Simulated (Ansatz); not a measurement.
# GaH2− (singlet): the correlation ladder, aug-cc-pVDZ

The task here is to estimate one member of a computed series from the others.

Computed with Ansatz 0.2.0, Gaussian basis. Level: aug-cc-pVDZ, core rule «outside noble gas», up to 14 orbitals frozen.

To be run: UHF; CCSD(T) on RHF; CCSD(T) on UHF; BCCD(T) on RHF; CISD; CCSDT(Q) on RHF; CCSDT(Q) on UHF; CASSCF and MRCISD+Q, 6 electrons in 6 orbitals; CASSCF and MRCISD+Q(relaxed), 6 electrons in 6 orbitals; CASSCF and NEVPT2, 6 electrons in 6 orbitals.

33 further runs of the same task are left out: 6 for a known fault of the program, 11 that didn't finish, 16 set aside as unsound or not needed.

### The system

The geometry is a PBE0/def2-TZVP stationary point (not a proven minimum) of the parent state, kept for this charge and spin. No spin-orbit coupling is included. The filled d shell of Ga may be among the frozen orbitals whatever the setting's name suggests; the logs give the count.

3 atoms, charge -1, spin multiplicity 1.

Atoms are counted from 1 here; the program's logs count them from 0.

Bond lengths: Ga1–H2 1.593 Å, Ga1–H3 1.593 Å. Angles: H2–Ga1–H3 120.5°.

The first run:

in.yaml

```yaml
crystal:
  periodic: [false, false, false]
  atoms:
    - {symbol: Ga, position_ang: [0.000000, -0.022229, 0.000000]}
    - {symbol: H, position_ang: [0.000000, 0.768845, -1.383112]}
    - {symbol: H, position_ang: [0.000000, 0.768845, 1.383112]}
basis:
  gaussian: {orbitals: aug-cc-pVDZ}
total_charge: -1
magnetization: {spin_polarized: true, initial_magnetization: 0}
hamiltonian: {xc: hf}
output: {orbitals: {seedname: orbitals}}
```

Command:

```bash
$ ansatz run in.yaml --threads 1 --pin off --events-out ev --progress --plain --max-ram 2393MiB
```

Steps of the session up to this table: UHF; CCSD(T) on RHF; CCSD(T) on UHF; BCCD(T) on RHF; CISD; CCSDT(Q) on RHF; CCSDT(Q) on UHF; CASSCF and MRCISD+Q, 6 electrons in 6 orbitals; CASSCF and MRCISD+Q(relaxed), 6 electrons in 6 orbitals; CASSCF and NEVPT2, 6 electrons in 6 orbitals.

One table of the session follows, with a row left open; its other results are not shown here.

| method | from RCCSDT(Q) (kcal/mol) |
| --- | --- |
| RHF | +70.06 |
| UHF | +64.84 |
| RMP2 | +18.19 |
| UMP2 | +19.28 |
| RCCSD | +2.20 |
| UCCSD | ? |
| RCCSD(T) | +0.54 |
| UCCSD(T) | +0.93 |
| BCCD(T) | +0.54 |
| RCCSDT | +0.08 |
| UCCSDT | +0.18 |
| RCCSDT(Q) | 0 |
| UCCSDT(Q) | +0.07 |
| CASSCF valence | +43.50 |
| NEVPT2 valence | +16.12 |
| MRCISD valence | +2.23 |
| MRCISD+Q valence | -0.16 |
| MRCISD+Q(relaxed) valence | -0.75 |

**Question.** Estimate the row for UCCSD.

**Answer.** from RCCSDT(Q) (kcal/mol): +2.56. In the column «from RCCSDT(Q) (kcal/mol)» it lies between MRCISD valence (+2.23) and NEVPT2 valence (+16.12).

Not comparable, so not listed: CISD (they don't share determinant, frozen orbitals or solution with the rows shown, or repeat one).

Caveats from the session: The determinant is far from a pure spin state, so its energy mixes those of several spin states (harmless only where they are near-degenerate, as at dissociation). Restricted and unrestricted rows rest on different reference determinants; where their highest levels disagree by more than a few hundredths of an eV, they describe different states and don't form one ladder.
